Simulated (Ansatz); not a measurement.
The system is GdO.

```xyz
2
Lattice="0.0000 2.7000 2.7000 2.7000 0.0000 2.7000 2.7000 2.7000 0.0000" Properties=species:S:1:pos:R:3 pbc="T T T"
Gd    0.0000    0.0000    0.0000
O     4.0500    4.0500    4.0500
```

Base run:

| Item | Value |
| --- | --- |
| Program | Ansatz 0.2.0 |
| Functional | PBE |
| Potentials or basis | Ansatz PAW |
| Cutoff | 420 eV |
| Density cutoff | 1680 eV |
| k mesh | 9 × 9 × 9 |
| Occupations | fermi-dirac, width 0.05 eV |
| Spin | collinear spin, ferromagnetic start |
| Starting moments | [7.0, 0.0] μB |
| Hubbard terms | Gd f U = 4 eV |

Its results: band gap on the k mesh none (metal or under the smearing width); pressure -0.4 GPa; net moment 7.91 μB per cell; site moments Gd +7.01; O +0.02 μB.

Q: The run is repeated on the same cell with these changes: hubbard terms from Gd f U = 4 eV to Gd f U = 1 eV. What comes out?

A: Band gap on the k mesh none (metal or under the smearing width); pressure -0.6 GPa; net moment 7.73 μB per cell; site moments Gd +6.92; O +0.01 μB.

Caveats: the magnetic or orbital state may not be the lowest; spin-orbit coupling is left out, which moves the levels of the heavy elements; a cell with one magnetic atom can't hold antiferromagnetic order, which such compounds often take.

Not every run made on this cell is shown here.
